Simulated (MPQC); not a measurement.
# C2HK (SMILES C#[C][K]), run twice

Wanted: energy and forces of C2HK, MP2/def2-SVP.

The results are computed with MPQC 2.3.1.

8 further runs of the same task are left out: 4 that didn't finish, 4 set aside as unsound or not needed.

## 1. The system as given

The species is C2HK (4 atoms), meant as a singlet with charge 0. SMILES: `C#[C][K]`. The shape comes from GFN2-xTB, which is rough for such elements, and wasn't checked as a minimum.

Bond lengths: C1–C2 1.205 Å, C2–K3 2.472 Å, C1–H4 1.061 Å. Angles: C1–C2–K3 177.6°, C2–C1–H4 179.4°.

## 2. The input as first written

Input file input.in:

```
molecule<Molecule>: (
    symmetry = auto
    unit = angstrom
    { atoms geometry } = {
        C  [ -0.769310     0.497410    -0.270100 ]
        C  [ 0.218230    -0.114020     0.052100 ]
        K  [ 2.183540    -1.427560     0.775290 ]
        H  [ -1.632460     1.044170    -0.557300 ]
    }
)
basis<GaussianBasisSet>: (
    name = "def2-SVP"
    molecule = $:molecule
    basisdir = "."
    puream = yes
)
mpqc: (
    checkpoint = no
    savestate = no
    restart = no
    do_energy = yes
    do_gradient = yes
    optimize = no
    mole<MBPT2>: (
        molecule = $:molecule
        basis = $:basis
        memory = 1000000000
        method = mp
        nfzc = 7
        reference<DFT>: (
            molecule = $:molecule
            basis = $:basis
            total_charge = 0
            memory = 1000000000
            print_evals = yes
            maxiter = 53
            guess_wavefunction<CLHF>: (
                molecule = $:molecule
                total_charge = 0
                memory = 1000000000
                value_accuracy = 1e-3
                basis<GaussianBasisSet>: (
                    name = "STO-3G"
                    molecule = $:molecule
                )
            )
        )
    )
)
```

The run is started by

```
$ mpqc input.in > input.out
```

The program printed:

```text
MPQC: Massively Parallel Quantum Chemistry
                                   Version 2.3.1

  Using IntegralV3 by default for molecular integrals evaluation

  Molecule: setting point group to c1
ClassDesc::load_class("DFT"): load failed
Either "DFT" is an invalid class name or the code
for "DFT" was not linked into the executable.
Signal: Segmentation fault (11)
```

It took 0.63 s on 1 thread of Intel Xeon at 2.50GHz (Skylake/Cascade Lake), shared host.

## 3. What went wrong

The program refused the input.

The telling line is `Either "DFT" is an invalid class name or the code`. The cause is that the input text is malformed or holds a word that the program doesn't know.

## 4. Second attempt

Input file mol.in:

```
% C2HK
molecule<Molecule>: (
   symmetry = auto
   unit = angstrom
   { atoms geometry } = {
      C  [ -0.769310       0.497410      -0.270100 ]
      C  [ 0.218230      -0.114020       0.052100 ]
      K  [ 2.183540      -1.427560       0.775290 ]
      H  [ -1.632460       1.044170      -0.557300 ]
   }
)
basis<GaussianBasisSet>: (
   name = "def2-SVP"
   molecule = $:molecule
   basisdir = "."
   puream = yes
)
mpqc: (
   checkpoint = no
   savestate = no
   restart = no
   do_energy = yes
   do_gradient = yes
   optimize = no
   mole<MBPT2>: (
      molecule = $:molecule
      basis = $:basis
      memory = 1000000000
      method = mp
      nfzc = 7
      reference<CLHF>: (
         molecule = $:molecule
         basis = $:basis
         total_charge = 0
         memory = 1000000000
         print_evals = yes
         maxiter = 100
         guess_wavefunction<CLHF>: (
            molecule = $:molecule
            total_charge = 0
            memory = 1000000000
            value_accuracy = 1e-3
            basis<GaussianBasisSet>: (
               name = "STO-3G"
               molecule = $:molecule
            )
         )
      )
   )
)
```

The basis set def2-SVP is read from a file made from the Basis Set Exchange's data (not shown).

The run is started by

```
$ mpqc -o mol.out mol.in
```

The program printed:

```text
MPQC: Massively Parallel Quantum Chemistry
[...]
  LUMO is    17   A =  -0.000887
  total scf energy = -675.2562669668
[...]
  MP2 correlation energy [au]:         -0.299429335664
  MP2 energy [au]:                   -675.555696302443
[...]
Value of the MolecularEnergy: -675.5556963024
  Gradient of the MolecularEnergy:
      1    0.0625679210
      2   -0.0392148863
      3    0.0206216044
      4   -0.0578260581
      5    0.0354470788
      6   -0.0184538358
      7   -0.0147127839
      8    0.0097947361
      9   -0.0053781449
     10    0.0099709210
     11   -0.0060269286
     12    0.0032103764
[...]
        symmetry = c1
[...]
```

It took 32 s on 1 thread of Intel Xeon at 2.50GHz (Skylake/Cascade Lake), shared host.

## 5. What came out

Level: MP2/def2-SVP.

```
                                   quantity          value
                               total energy  -675.55570 Eh
        HOMO energy (Hartree–Fock orbitals)       -7.90 eV
        LUMO energy (Hartree–Fock orbitals)       -0.02 eV
      HOMO–LUMO gap (Hartree–Fock orbitals)        7.87 eV
correlation energy (7 core orbitals frozen)     -299.4 mEh
                   largest force on an atom     3.942 eV/Å
```

The largest force is 3.94 eV/Å: the shape isn't a stationary point for this species at this level.
